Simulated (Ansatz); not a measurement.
# BBrH2Zn: the cost of one run

Computed with Ansatz 0.2.0. Level: RHF/def2-TZVP.

**1. Where the work starts**

SMILES `[BH2][Zn][Br]`, 5 atoms, charge 0, spin multiplicity 1.

Atoms are counted from 1 here; the program's logs count them from 0.

Bond lengths: B1–Zn2 2.043 Å, B1–H4 1.218 Å, B1–H5 1.217 Å, Zn2–Br3 2.268 Å. Angles: Zn2–B1–H4 121.4°, Zn2–B1–H5 121.4°, H4–B1–H5 117.2°, B1–Zn2–Br3 179.9°.

Geometry (Å):

```
B    -0.6537    0.5673   -0.4617
Zn    0.7062   -0.6130    0.5029
Br    2.2138   -1.9252    1.5738
H    -1.5802    0.0850   -1.0871
H    -0.5664    1.7815   -0.4432
```

This geometry comes from a loose relaxation at PBE in a small basis, which is not shown.

**3. The grid**

- bond length B1–Zn2: 15 values from 1.833 to 2.985 Å
- bond length B1–H5: 15 values from 1.000 to 1.547 Å

Nothing else is relaxed (all other coordinates rigid). Energies count from the relaxed molecule at the same level. Points are written as (first, second).

(The set-up runs are not shown.)

**4. Point (2.162 Å, 1.195 Å)**

The input, input.yaml:

```yaml
crystal:
  periodic: [false, false, false]
  atoms:
    - { symbol: B, position_ang: [-0.683117, 0.593791, -0.485753] }
    - { symbol: Zn, position_ang: [0.754264, -0.655627, 0.537543] }
    - { symbol: Br, position_ang: [2.286674, -1.987982, 1.625902] }
    - { symbol: H, position_ang: [-1.593169, 0.129332, -1.096091] }
    - { symbol: H, position_ang: [-0.60456, 1.786078, -0.468335] }
basis:
  gaussian: { orbitals: def2-TZVP }
hamiltonian:
  xc: hf
output:
  forces: true
```

Started as:

```
$ ansatz run input.yaml --threads 1 --pin off --max-ram 2560MiB --backend cpu --events-out ev --progress --plain --runs-dir out
```

**Question.** How long does this run take on 1 thread of Arm Neoverse V2, shared host, and how much memory does it need?

About 3.8 s, with a peak of 0.27 GiB.
